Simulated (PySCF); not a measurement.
# F3OTa (Ta(O)(F)3): the cost of one run

The runs use PySCF 2.14.0; r2SCAN, Ta def2-SVP with ECP60, O def2-SVP, F def2-SVP; scalar-relativistic core potentials, no spin–orbit coupling.

5 further runs of the same task are left out: 1 for a known fault of the program, 2 that didn't finish, 2 set aside as unsound or not needed.

## Step 1: The system as given

5 atoms, charge 0, spin multiplicity 1.

Bond lengths: Ta1–O2 1.554 Å, Ta1–F3 1.789 Å, Ta1–F4 1.789 Å, Ta1–F5 1.789 Å. Angles: O2–Ta1–F3 90.0°, O2–Ta1–F4 180.0°, O2–Ta1–F5 90.0°, F3–Ta1–F4 90.0°, F3–Ta1–F5 180.0°, F4–Ta1–F5 90.0°.

Coordinates:

```
Ta    0.00000    0.00000    0.00000
O     1.55400    0.00000    0.00000
F     0.00000    1.78880    0.00000
F    -1.78880    0.00000    0.00000
F     0.00000   -1.78880    0.00000
```

Formal oxidation states: Ta +5.

## Step 2: SCF at the start, singlet

run.py (the lines that set the calculation)

```python
mol = gto.M(atom='''
Ta     0.00000     0.00000     0.00000
O      1.55400     0.00000     0.00000
F      0.00000     1.78880     0.00000
F     -1.78880     0.00000     0.00000
F      0.00000    -1.78880     0.00000''',
    basis={'Ta': 'def2-SVP', 'O': 'def2-SVP', 'F': 'def2-SVP'},
    ecp={'Ta': 'def2-SVP'},
    charge=0, spin=0)
mf = dft.RKS(mol, xc='R2SCAN')
mf.grids.atom_grid = (50, 194)
mf = mf.density_fit()  # fitting sets: Ta def2-universal-JKFIT, O def2-universal-JKFIT, F def2-universal-JKFIT
mf.conv_tol = 1e-08; mf.max_cycle = 55
mf.kernel(dm0)  # dm0: free metal ions and neutral atoms
```

Command:

```bash
> OMP_NUM_THREADS=2 python run.py
```

What time and memory should one allow on 2 threads of Arm Neoverse V2, shared host?

About 2.4 s, with a peak of 0.39 GiB.
